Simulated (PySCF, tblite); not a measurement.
# C₇H₉ radical: geometry, infrared bands and EPR parameters

Aim: predict the infrared bands and EPR parameters of C₇H₉ radical (`C=C[C@H](C)[C]1C=C1`).

Programs: tblite 0.8.0 and PySCF 2.14.0, with density-fitted response routines of our own. Each step states its level of theory. These are calculated values for one molecule in the gas phase, unless marked as measured. Atoms are numbered from 0 throughout.

## (1) The starting structure

16 atoms, charge 0, multiplicity 2; geometry from: force field or distance geometry start.

Bonds of the start (Å): C0–C1 1.33, C1–C2 1.51, C2–C3 1.54, C2–C4 1.49, C4–C5 1.42, C5–C6 1.32, C6–C4 1.43, C0–H7 1.09, C0–H8 1.09, C1–H9 1.10, C2–H10 1.10, C3–H11 1.09, C3–H12 1.09, C3–H13 1.11, C5–H14 1.08, C6–H15 1.06.

## (2) Relaxing the molecule with GFN2-xTB

Job settings and geometry (Å):

```
{"job": {"kind": "relax", "xc": "GFN2-xTB", "basis": "xTB"}, "charge": 0, "multiplicity": 2}
C     -1.164700     1.641800     1.247500
C     -0.852500     0.366600     1.026600
C     -0.153400    -0.154200    -0.206400
C     -1.077600    -1.145600    -0.927700
C      1.137900    -0.806300     0.145100
C      2.328500    -0.080800     0.387200
C      2.268400    -0.791000    -0.728300
H     -0.952900     2.422500     0.521700
H     -1.658300     1.943300     2.170300
H     -1.088600    -0.372900     1.809900
H      0.006800     0.684900    -0.902500
H     -0.623100    -1.516100    -1.846200
H     -2.040300    -0.689000    -1.171700
H     -1.284700    -2.027700    -0.293800
H      2.634600     0.955800     0.444900
H      2.512300    -0.422400    -1.688100
```

On the command line:

```sh
$ OMP_NUM_THREADS=1 python probes_run.py task.json out
```

This one command runs all jobs of the session in turn.

**Question.** This job is followed by: GFN2-xTB harmonic vibrations, gas phase; UKS B3LYP, pcH-1 on C H, non-relativistic, mean-field spin-orbit, GIAO. Predict these results of the whole session: strongest single infrared mode (GFN2-xTB); zero-point energy (GFN2-xTB); g(iso) (B3LYP); ⟨S²⟩; largest a(iso) (averaged by class); potential on the surface of density 0.002 e/bohr³, 1st and 99th percentile.

As calculated:

```
                                                                  quantity                 value
                                 strongest single infrared mode (GFN2-xTB)  1356 cm⁻¹, 68 km/mol
                                              zero-point energy (GFN2-xTB)         81.2 kcal/mol
                                                            g(iso) (B3LYP)               2.00251
                                                                      ⟨S²⟩    0.753 (exact 0.75)
                                        largest a(iso) (averaged by class)  13C on C4, 328.5 MHz
potential on the surface of density 0.002 e/bohr³, 1st and 99th percentile    -1.01 V and 1.24 V
```

In words: Relaxing lowered the energy by 1.103 eV in 201 steps; the close pair that moved most is C4–C5, from 1.415 to 1.466 Å. All 42 modes are real, so the xTB geometry is a minimum. The strongest single mode, at 1356 cm⁻¹, moves mainly C4. Unscaled tight-binding wavenumbers are off by several per cent, some by more. Its intensities can rank the bands wrongly. Most of the unpaired spin sits on C4 (0.79 e). The isotropic g lies 0.2 ppt above the free-electron value. These values are for one conformer; the search (at its own cheap level) found 2 more, at 1.11, 2.28 kcal/mol, and measured spectra average over such forms.
